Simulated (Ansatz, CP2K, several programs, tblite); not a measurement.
Energy against volume for an ordered 4-atom cell of Li₂BrCl on the rocksalt lattice (R-3m), at fixed shape and fractional coordinates, computed by several methods (PBE and r2SCAN, where shown, with plane waves in Ansatz); the cell shown is that of r2SCAN. With free coordinates or axes held, a curve is too stiff, and on another method's shape its minimum isn't the method's own volume. The symmetry is R-3m (No. 166, trigonal); conventional cell a = 3.752 Å, c = 18.349 Å, 18.64 Å³ an atom. Around Cl lie 6 Li at 2.61 Å; around Br lie 6 Li at 2.70 Å; around Li lie 3 Cl at 2.61 Å and 3 Br at 2.70 Å. All values are calculated for a non-magnetic cell, which may be hypothetical. Energies count from each curve's lowest point; fits are third-order Birch-Murnaghan.

Space group R-3m:H (No. 166). a = 3.752 Å, b = 3.752 Å, c = 18.349 Å, α = 90.00°, β = 90.00°, γ = 120.00°
```
atom  site  symmetry       x       y       z
  Cl    3a       -3m  0.0000  0.0000  0.0000
  Br    3b       -3m  0.3333  0.6667  0.1667
  Li    6c        3m  0.0000  0.0000  0.2544
```

PBE/SZV (CP2K), on the shape of the cell shown:
```tsv
V (Å³/atom)	E (meV/atom)
16.406	147.42
17.525	76.76
18.643	32.88
19.762	8.95
20.881	0.00
```
The lowest point is an end point, so the minimum isn't bracketed.

light PBE (260 eV, its own mesh), on the shape of the cell shown:
```tsv
V (Å³/atom)	E (meV/atom)
17.152	18.67
17.898	3.87
18.643	0.00
19.389	0.23
20.135	4.09
20.881	12.11
```
The points scatter about a smooth fit, as a low cutoff and a light mesh can make them, so no fit is quoted.

GFN1-xTB (tblite), on the shape of the cell shown, as a cluster of 108 atoms at the zone centre:
```tsv
V (Å³/atom)	E (meV/atom)
16.406	15.93
17.525	0.00
18.643	4.09
19.762	22.27
20.881	50.40
```
V₀ = 17.81 Å³ an atom and B₀ = 41 GPa.

GFN2-xTB (tblite), on the shape of the cell shown, as a cluster of 108 atoms at the zone centre:
```tsv
V (Å³/atom)	E (meV/atom)
16.406	83.71
17.525	34.33
18.643	8.60
19.762	0.00
20.881	4.13
```
V₀ = 19.91 Å³ an atom and B₀ = 31 GPa.

**Question.** r2SCAN, on the shape of its own relaxed cell, gives
```tsv
V (Å³/atom)	E (meV/atom)
17.525	7.25
18.084	1.71
18.643	0.00
19.203	1.53
19.762	5.82
```
What equilibrium volume and bulk modulus follow?

**Answer.** V₀ = 18.64 Å³ an atom and B₀ = 31 GPa.
